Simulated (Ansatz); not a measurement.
# Al: the cost of one run

Computed with Ansatz 0.2.0 (DFT PBEsol, scalar-relativistic, plane waves, PAW, unless a step's input says otherwise).

1 further run of the same task is left out (set aside as unsound or not needed).

## (1) The starting structure

It takes space group P6_3/mmc (No. 194, hexagonal). The conventional cell has a = 2.840 Å, b = 2.840 Å, c = 4.675 Å, α = 90.00°, β = 90.00°, γ = 120.00°. Around Al (site symmetry -6m2) lie 12 Al at 2.84 to 2.86 Å.

As a file:

```
CELL_PARAMETERS angstrom
2.84031 0.00000 0.00000
-1.42016 2.45978 0.00000
0.00000 0.00000 4.67522
ATOMIC_POSITIONS crystal
Al 0.66667 0.33333 0.75000
Al 0.33333 0.66667 0.25000
```

It goes back to an entry of the Materials Project, which need not be the stable form.

This cell was relaxed beforehand with the same method: volume 16.33 Å³/atom, gap on the mesh none (metal).

## (2) Phonons at Γ, at rest

Input file input.yaml:

```yaml
crystal:
  lattice:
    - [2.8403106404, 0.0, 0.0]
    - [-1.4201553202, 2.4597811692, 0.0]
    - [0.0, 0.0, 4.6752188705]
  atoms:
    - { symbol: Al, position: [0.6666666667, 0.3333333333, 0.75] }
    - { symbol: Al, position: [0.3333333333, 0.6666666667, 0.25] }
basis:
  ecutwfc: 420
kpoints:
  mp_grid: { grid: [18, 18, 10] }
hamiltonian:
  xc: pbesol
scf:
  occupations: { method: fermi_dirac, width: 0.15 }
output:
  eigenvalues: true
phonons:
  method: dfpt
  eigenvectors: true
```

Started as:

```bash
$ ansatz run input.yaml --threads 1 --pin off --max-ram 3072MiB --backend cpu --events-out ev --progress --plain --runs-dir out
```

What time and memory should one allow on 1 thread of Intel Xeon 6975P-C (Granite Rapids), shared host?

About 12 s, with a peak of 0.69 GiB.
